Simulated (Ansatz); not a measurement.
# Mg2Ge2N: the cost of one run

Program: Ansatz 0.2.0. Level of theory: DFT PBE, scalar-relativistic, plane waves, PAW. These are calculated values, not measurements.

1 further run of the same task is left out (set aside as unsound or not needed).

## 1. The system as given

Symmetry: P-6m2, No. 187, hexagonal system. Conventional cell: a = 3.380 Å, b = 3.380 Å, c = 9.938 Å, α = 90.00°, β = 90.00°, γ = 120.00°. Mg (site symmetry -6m2) has 6 Ge at 2.92 Å as nearest neighbours. Around Mg (site symmetry -6m2) lie 3 N at 1.95 Å. Around Ge (site symmetry 3m) lie 4 Mg at 2.79 to 2.92 Å. Around N (site symmetry -6m2) lie 3 Mg at 1.95 Å.

Structure file:

```cif
data_structure
_symmetry_space_group_name_H-M 'P-6m2'
_symmetry_Int_Tables_number 187
_cell_length_a 3.3797
_cell_length_b 3.3797
_cell_length_c 9.9383
_cell_angle_alpha 90.000
_cell_angle_beta 90.000
_cell_angle_gamma 120.000
_cell_volume 98.31
loop_
_atom_site_label
_atom_site_type_symbol
_atom_site_symmetry_multiplicity
_atom_site_Wyckoff_symbol
_atom_site_fract_x
_atom_site_fract_y
_atom_site_fract_z
_atom_site_occupancy
Mg1 Mg 1 c 0.33333 0.66667 0.00000 1
Mg2 Mg 1 b 0.00000 0.00000 0.50000 1
Ge1 Ge 2 g 0.00000 0.00000 0.21895 1
N1 N 1 d 0.33333 0.66667 0.50000 1
```

The cell was relaxed beforehand at this level, from a generated guess; it needn't be the stable form of this composition. At a tolerance of 0.05 Å it has space group P-6m2 (No. 187); it has 19.66 Å³/atom, an uncorrected energy of +0.40 eV/atom over the elements.

## 2. Bands, states and charges

File input.yaml:

```yaml
crystal:
  lattice:
    - [3.3796941842, 0.0, 0.0]
    - [-1.6898470921, 2.9269010205, 0.0]
    - [0.0, 0.0, 9.9382938289]
  atoms:
    - { symbol: Mg, position: [0.3333333333, 0.6666666667, 0.0] }
    - { symbol: Mg, position: [0.0, 0.0, 0.5] }
    - { symbol: Ge, position: [0.0, 0.0, 0.2189453092] }
    - { symbol: Ge, position: [0.0, 0.0, 0.7810546908] }
    - { symbol: "N", position: [0.3333333333, 0.6666666667, 0.5] }
basis:
  ecutwfc: 420
kpoints:
  mp_grid: { grid: [12, 12, 4] }
  band_path:
    path:
      - [[0.0, 0.0, 0.0], [0.5, 0.0, 0.0], [0.33333333, 0.33333333, 0.0], [0.0, 0.0, 0.0], [0.0, 0.0, 0.5], [0.5, 0.0, 0.5], [0.33333333, 0.33333333, 0.5], [0.0, 0.0, 0.5]]
      - [[0.5, 0.0, 0.5], [0.5, 0.0, 0.0]]
      - [[0.33333333, 0.33333333, 0.5], [0.33333333, 0.33333333, 0.0]]
    npoints: 14
hamiltonian:
  xc: pbe
scf:
  occupations: { method: gaussian, width: 0.1 }
  n_extra_bands: 12
output:
  forces: true
  stress: true
  eigenvalues: true
  populations: true
  dos: { projected: true, de: 0.02, nscf_kmesh: { grid: [15, 15, 5] } }
  bader: true
  write_density: true
  write_potential: true
  elf: true
  volumetric_format: npy
```

Command:

```bash
ansatz run input.yaml --threads 1 --pin off --max-ram 2560MiB --backend cpu --events-out ev --progress --plain --runs-dir out
```

Q: Estimate wall time and peak memory on 1 thread of Intel Xeon at 2.70GHz, shared host.

About 1.8 min, with a peak of 0.59 GiB.
